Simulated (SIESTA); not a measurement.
# Cd2S under changes of volume

One of the cells (26.860 Å³/atom); the others are scaled copies at fixed shape and fractional positions:

```
Cd S
1.0
     3.98891    0.00000    0.00000
    -1.99446    3.45450    0.00000
     0.00000    0.00000    5.84766
Cd S
2 1
Cartesian
  0.0000 2.3030 5.4542
  1.9945 1.1515 3.3842
  0.0000 2.3030 2.1385
```

The cell comes from a database or a generator and needn't be the stable form of this composition.

* Program: SIESTA 5.4.2
* Functional: PBEsol
* Potentials or basis: PseudoDojo 0.4 standard (PBEsol files)
* Basis: DZP (energy shift 0.003 Ry; two zetas on semicore shells)
* Grid cutoff: 800 Ry
* Energy shift: 0.003 Ry
* k mesh: 8 × 8 × 5
* Occupations: fermi-dirac, width 0.05 eV
* Spin: no spin polarisation

```tsv
volume (Å³/atom)	energy over the lowest point (meV/atom)	pressure (GPa)	gap on the mesh (eV)	largest force (eV/Å)
24.753	0.00	-0.7	0.22	0.110
25.280	?	?	?	?
25.806	11.25	-2.7	0.23	0.086
26.860	34.02	-4.2	0.25	0.237
27.386	48.92	-4.8	0.26	0.304
27.913	65.76	-5.4	0.28	0.372
```

**Question.** What does the run at 25.280 Å³/atom give?

**Answer.** Energy over the lowest point 3.95 meV/atom; pressure -1.7 GPa; gap on the mesh 0.22 eV; largest force 0.059 eV/Å.

Worked out: A Birch-Murnaghan fit of order 3 (a polynomial in V^(-2/3)) to the other rows has its minimum at 24.45 Å³/atom, just outside them, with B0 = V·E''(V) = 56 GPa and B' = 4.8 at fixed shape and positions, which overstates the stiffness. It gives 4.00 meV/atom at 25.280 Å³/atom, against the run's 3.95, and -dE/dV = -1.7 GPa, against -1.7. A straight line through the other rows of the gap, of slope 0.48 eV per unit of ln V, gives 0.23 eV, against the run's 0.22.

Energies are extrapolated to zero smearing.

Caveats: an odd mesh through Γ misses points on the zone boundary, where band edges often lie; the basis of atomic orbitals isn't converged, which shifts pressures, moduli and gaps. Spin-orbit coupling on Cd is left out.
